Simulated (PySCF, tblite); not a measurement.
# C8H6NO radical: geometry, infrared bands and EPR parameters

What infrared bands and EPR parameters should C8H6NO radical (`C=Nc1ccccc1[C]=O`) show?

Computed with tblite 0.8.0 and PySCF 2.14.0, with density-fitted response routines of our own, on a single molecule in the gas phase. Atoms are numbered from 0 throughout.

## 1. The starting structure

16 atoms, charge 0, multiplicity 2; geometry from: force field or distance geometry start.

Bonds of the start (Å): C0–N1 1.31, N1–C2 1.40, C2–C3 1.40, C3–C4 1.40, C4–C5 1.39, C5–C6 1.40, C6–C7 1.41, C7–C8 1.42, C8–O9 1.18, C7–C2 1.41, C0–H10 1.11, C0–H11 1.09, C3–H12 1.08, C4–H13 1.09, C5–H14 1.09, C6–H15 1.10.

## 2. Geometry optimisation with GFN2-xTB

The job: settings as JSON, then the geometry in Å.

```
{"job": {"kind": "relax", "xc": "GFN2-xTB", "basis": "xTB"}, "charge": 0, "multiplicity": 2}
C      2.737500    -0.023400     0.165800
N      1.867000     0.211800    -0.781500
C      0.530400    -0.021200    -0.446000
C     -0.054800    -1.237200    -0.812300
C     -1.397800    -1.514400    -0.521400
C     -2.189700    -0.549900     0.093500
C     -1.630400     0.687500     0.437300
C     -0.276800     0.960900     0.169700
C      0.259200     2.230000     0.531500
O      0.669900     3.279800     0.868900
H      2.449200    -0.377100     1.173500
H      3.798000     0.137500    -0.023400
H      0.547600    -1.992900    -1.296400
H     -1.822700    -2.471600    -0.813300
H     -3.234800    -0.746500     0.309300
H     -2.259600     1.435900     0.933300
```

Run with:

```
$ OMP_NUM_THREADS=1 python probes_run.py task.json out
```

This one command runs all jobs of the session in turn.

**Question.** This job is followed by: GFN2-xTB harmonic vibrations, gas phase; UKS B3LYP, pcH-1 on C H N O, non-relativistic, mean-field spin-orbit, GIAO. What will the session give for the following? strongest single infrared mode (GFN2-xTB); zero-point energy (GFN2-xTB); g(iso) (B3LYP); ⟨S²⟩; largest a(iso); potential on the surface of density 0.002 e/bohr³, 1st and 99th percentile.

**Answer**, as computed:

| quantity | value |
| --- | --- |
| strongest single infrared mode (GFN2-xTB) | 2131 cm⁻¹, 1283 km/mol |
| zero-point energy (GFN2-xTB) | 71.1 kcal/mol |
| g(iso) (B3LYP) | 2.00124 |
| ⟨S²⟩ | 0.781 (exact 0.75) |
| largest a(iso) | 13C on C2, 30.9 MHz |
| potential on the surface of density 0.002 e/bohr³, 1st and 99th percentile | -1.38 V and 1.17 V |

In words: The optimisation took 95 steps and gained 0.719 eV; among the close pairs (by a distance rule), C7–C8 changed most, from 1.424 to 1.335 Å. No mode is imaginary among the 42: a minimum at this level. The strongest single mode, at 2131 cm⁻¹, moves mainly C8. GFN2-xTB is a fitted tight-binding method: band positions and strengths are rough. Its intensities can rank the bands wrongly. The largest spin populations lie on C4 (0.31 e), C0 (0.28 e), C2 (0.27 e), C8 (0.25 e), C6 (0.23 e). The isotropic g lies 1.1 ppt below the free-electron value.
